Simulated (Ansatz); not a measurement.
Working through a check of PAW against all-electron LAPW of LiMg, space group P-6m2

Computed with Ansatz's Python interface.

Notebook, run cell by cell (the value of a cell's last expression is shown):

```python
import ansatz as az
import numpy as np


def count_gap(report):
    # lowest empty less highest filled band, counting bands; zero where they overlap
    return max(report.get("gap_by_band_count_ev") or 0.0, 0.0)
```

```python
lattice = az.Lattice.of(
    (3.108498, 0.0, 0.0),
    (-1.554249, 2.692038, 0.0),
    (0.0, 0.0, 5.025468),
)
sites = [
    ("Li", (0.0, 0.0, 0.0)),
    ("Mg", (2 / 3, 1 / 3, 0.5)),
]
xtal = az.Crystal(lattice=lattice)
for symbol, position in sites:
    xtal = xtal.atom(symbol, position)
```

```python
[site.symbol for site in xtal.resolved().sites]
```

    ['Li', 'Mg']

```python
model = (
    xtal.calculation()
    .functional("pbesol")
    .kpoints(11, 11, 6, shift=0.5)
    .occupations("Fermi-Dirac")
    .mixing("broyden", ndim=6, beta=0.2)
    .scf(algorithm="direct_min")
    .stress()  # GPa
    .forces()  # eV per angstrom
    .band_table()
)
variants = {
    "PAW": model.pseudopotentials("paw"),
    "LAPW": model.pseudopotentials("all_electron", lapw=True),
}
# totals differ by the cores that each treatment holds, so compare what does not depend on them
rows = []
for label, variant in variants.items():
    report = variant.run().report
    levels = np.array(report["eigenvalues_ev"][0]) - report["fermi_energy_ev"]
    print(label, "levels at the first k-point near E_F:", np.round(levels[np.abs(levels) < 5], 3))
    rows.append((label, report["n_electrons"], np.trace(report["stress_gpa"]) / 3, count_gap(report)))
print("     treatment  electrons in bands           P GPa  gap by band count eV")
for row in rows:
    print(f"{str(row[0]):>14s}  {row[1]:18.1f}  {row[2]:14.3f}  {row[3]:20.3f}")
```

    DeckWarning: basis.ecutwfc = 420 eV, auto-derived from the records' recommended cutoffs: set by Li (normal level)
    DeckWarning: crystal.symmetry: narrowed to the stabiliser of the k-point mesh — unitary ops 12 → 4; excluded 8 operations that carry a point of the 11×11×6 mesh (shift [0.5, 0.5, 0.5]) off the mesh (the run samples exactly the mesh kpoints.mp_grid names, as under crystal.symmetry.detect: false, and its converged state [...]
    PAW levels at the first k-point near E_F: [-0.959  1.615]
    LAPW levels at the first k-point near E_F: [-0.959  1.615]
         treatment  electrons in bands           P GPa  gap by band count eV
               PAW                13.0          -0.001                 0.000
              LAPW                13.0          -0.013                 0.000

PAW gives -0.001 GPa and LAPW -0.013 GPa, 0.012 GPa apart. They took 2.6 and 5.6 s of processor time.

Reading the output:
- These settings explore the input space; cutoff and mesh may be short of convergence.
- The computed bands are complete only to about 4.9 eV above the Fermi level.
- For a metal this k-point mesh is coarse: on a finer one energies can move by several to tens of meV an atom and pressures by half a GPa or more, differences at one mesh by less.
- A gap by band count of zero or less means overlapping bands, a metal, and at an odd count of electrons it is no gap at all.
- The structure comes from a database of computed cells and needn't be a stable or known phase.
- Gaps and levels are Kohn-Sham values on a finite set of k-points.
- Warnings are shown shortened and without file and line.
- Pressure is positive in compression; the treatments may keep other shells as core, so totals and counts of electrons can differ.
- Timing: 8.6 s on 1 thread of AMD EPYC 9R45 96-Core Processor (Zen 5), on a shared host, peak memory 0.49 GiB.

(Lines on the test bed's own set-up are left out of the output.)
